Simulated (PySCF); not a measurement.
# C2H4BF3S: the cost of one run

Programs: PySCF 2.14.0, with density-fitted response routines of our own. Each step states its level of theory. These are calculated values for one molecule in the gas phase, unless marked as measured. Atoms count from 0, in the outputs and in this text.

### Step 1. Starting geometry

11 atoms, charge 0, multiplicity 1; geometry from: GFN2-xTB. The atoms were then displaced at random by about 0.01 Å, so the start is not that level's minimum.

Bonds of the start (Å): F0–C1 1.38, C1–S2 1.83, S2–C3 1.79, C3–B4 1.58, B4–F5 1.32, B4–F6 1.32, C1–H7 1.12, C1–H8 1.11, C3–H9 1.10, C3–H10 1.10.

### Step 2. Geometry optimisation at PBE0-D3(BJ)/def2-SVP

The job: settings as JSON, then the geometry in Å.

```
{"job": {"xc": "PBE0", "basis": "def2-SVP", "d3": "d3bj", "grid": 1, "shake": 0.01, "kind": "geom"}, "charge": 0, "multiplicity": 1}
F      1.718630    -1.109620     1.039780
C      1.656380     0.047150     0.283780
S      0.788450    -0.221150    -1.300370
C     -0.855360    -0.573800    -0.678120
B     -1.447830     0.603330     0.194360
F     -1.545720     1.849860    -0.235670
F     -1.801490     0.451210     1.458400
H      2.704500     0.345760     0.047310
H      1.146300     0.825330     0.889160
H     -1.468480    -0.714070    -1.579030
H     -0.857260    -1.529820    -0.135280
```

Started as:

```
$ OMP_NUM_THREADS=1 python probes_run.py task.json out
```

The driver reads the jobs from task.json and runs them one after another.

Q: Estimate the wall time and peak memory of this first job on 1 thread of Arm Neoverse N1, shared host.

About 2.2 min, with a peak of 0.53 GiB.
